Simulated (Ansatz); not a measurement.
Crystal: HfB.

```
CELL_PARAMETERS angstrom
0.00000 2.48837 2.48837
2.48837 0.00000 2.48837
2.48837 2.48837 0.00000
ATOMIC_POSITIONS crystal
Hf 0.50000 0.50000 0.50000
B 0.00000 0.00000 0.00000
```

The cell isn't the ideal one: volume scaled by 1.25.

- Program: Ansatz 0.2.0
- Task: relaxation of cell and atoms
- Functional: PBEsol
- Potentials or basis: Ansatz NC or PseudoDojo by element
- Cutoff: 1034 eV
- Density cutoff: 4136 eV
- k mesh: 10 × 10 × 10
- Occupations: fermi-dirac, width 0.1 eV
- Spin: no spin polarisation
- Hubbard terms: Hf d U = 7 eV

At the start: volume 15.41 Å³/atom.

Question: Where does the relaxation end?

Answer: Over 5 steps the energy falls by 59.9 meV/atom and the volume is 13.57 Å³/atom (-11.9 %); space group Fm-3m (No. 225, to 0.05 Å).

Step by step:
| step | energy change (eV) | largest force (eV/Å) | volume (Å³) |
| --- | --- | --- | --- |
| 1 | 0.0000 | 0.0000 | 30.82 |
| 2 | -0.1183 | 0.0000 | 26.78 |
| 3 | -0.1195 | 0.0000 | 27.34 |
| 4 | -0.1201 | 0.0000 | 27.14 |
| 5 | -0.1198 | 0.0000 | 27.14 |

Final structure:
```yaml
crystal:
  lattice:
    - [0.00000, 2.38521, 2.38521]
    - [2.38521, 0.00000, 2.38521]
    - [2.38521, 2.38521, 0.00000]
  atoms:
    - { symbol: Hf, position: [0.50000, 0.50000, 0.50000] }
    - { symbol: B, position: [0.00000, 0.00000, 0.00000] }
```

Caveat: the U is typed as a test and isn't derived for this compound.
